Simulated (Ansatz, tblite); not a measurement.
# The cluster B₆P₆: isomers from a random search

An exercise on one series of results from a longer session: the logs are not shown, and one member is left open.

Computed with Ansatz 0.2.0, Gaussian basis. Level: relaxed with PBE-D4/def2-SVP, singlet.

2 further runs of the same task are left out: 2 set aside as unsound or not needed. Runs told in other sessions of the task aren't counted.

## Where the work starts

12 atoms, charge 0, spin multiplicity 1.

Atoms are counted from 1 here; the program's logs count them from 0.

Bond lengths: B1–P7 1.899 Å, B1–P10 1.973 Å, B1–P12 1.909 Å, B2–B5 1.763 Å, B2–P7 1.976 Å, B2–P9 1.929 Å, B3–B4 1.820 Å, B3–B6 1.559 Å, B3–P10 1.898 Å, B4–B5 1.531 Å, B4–P8 1.974 Å, B5–P11 1.981 Å, B6–P9 2.066 Å, B6–P11 1.919 Å, P7–P8 2.248 Å, P8–P12 2.222 Å, P9–P11 2.209 Å, P10–P12 2.228 Å. Angles: P7–B1–P10 138.8°, P7–B1–P12 118.3°, P10–B1–P12 70.0°, B5–B2–P7 126.8°, B5–B2–P9 94.8°, P7–B2–P9 138.4°, B4–B3–B6 100.4°, B4–B3–P10 116.1°, B6–B3–P10 139.5°, B3–B4–B5 93.1°, B3–B4–P8 111.7°, B5–B4–P8 134.2°, B2–B5–B4 80.0°, B2–B5–P11 98.3°, B4–B5–P11 138.6°, B3–B6–P9 118.6°, B3–B6–P11 135.1°, P9–B6–P11 67.2° and more.

As a file:

```csv
atom,x (Å),y (Å),z (Å)
B1,-0.5611,-0.9430,-1.8435
B2,-1.0944,0.5187,0.5384
B3,0.9043,-0.7737,0.3479
B4,0.8835,0.9974,-0.0708
B5,0.2525,1.3924,1.2671
B6,0.4007,-0.7207,1.8222
P7,-1.6337,0.5478,-1.3624
P8,0.4010,1.2935,-1.9620
P9,-1.6068,-0.3759,2.1689
P10,0.9547,-1.9777,-1.1182
P11,0.0966,0.6734,3.1059
P12,1.0027,-0.6323,-2.8937
```

A search from random starts with GFN1-xTB found 22 distinct shapes; 2 go on here. The structure above is candidate A, which lies 0.00 eV above the lowest at that level; B lies 1.27 eV above the lowest at that level.

Set-up of the first run:

The input, in.yaml:

```yaml
crystal:
  periodic: [false, false, false]
  atoms:
    - {symbol: B, position_ang: [-0.561050, -0.943040, -1.843490]}
    - {symbol: B, position_ang: [-1.094440, 0.518740, 0.538410]}
    - {symbol: B, position_ang: [0.904300, -0.773690, 0.347950]}
    - {symbol: B, position_ang: [0.883460, 0.997430, -0.070780]}
    - {symbol: B, position_ang: [0.252470, 1.392390, 1.267130]}
    - {symbol: B, position_ang: [0.400700, -0.720680, 1.822210]}
    - {symbol: P, position_ang: [-1.633650, 0.547790, -1.362390]}
    - {symbol: P, position_ang: [0.400960, 1.293550, -1.962030]}
    - {symbol: P, position_ang: [-1.606780, -0.375900, 2.168940]}
    - {symbol: P, position_ang: [0.954720, -1.977660, -1.118230]}
    - {symbol: P, position_ang: [0.096630, 0.673370, 3.105950]}
    - {symbol: P, position_ang: [1.002670, -0.632280, -2.893670]}
basis:
  gaussian: {orbitals: def2-SVP}
hamiltonian: {xc: pbe, dispersion: d4}
scf: {lower_state_search: "off"}
output: {orbitals: {seedname: orbitals}}
relax: {f_tol: 0.03, max_steps: 70}
```

Command:

```console
> ansatz run in.yaml --threads 4 --pin off --events-out ev --progress --plain --max-ram 6963MiB
```

Among the steps run: Relaxing candidate A; Relaxing candidate B; Candidate B, PBE0-D4/def2-TZVP; Candidate B, PBE-D4/def2-TZVP; Candidate B, r2SCAN-D4/def2-TZVP.

One of the session's tables, all rows but one given; the rest of the session is left out.

It belongs to the step «B against A». 

```
              level  B above A (eV)
           GFN1-xTB          +1.418
           GFN2-xTB          +1.245
   PBE-D4/def2-TZVP          +1.534
r2SCAN-D4/def2-TZVP               ?
  PBE0-D4/def2-TZVP          +1.662
```

**Question.** Estimate the row for r2SCAN-D4/def2-TZVP.

As computed: B above A (eV): +1.523. In the column «B above A (eV)» it lies between GFN1-xTB (+1.418) and PBE-D4/def2-TZVP (+1.534).

Caveats from the session: The search was small, so a lower isomer may exist. Only singlets are compared; another spin may lie lower and prefer another shape.
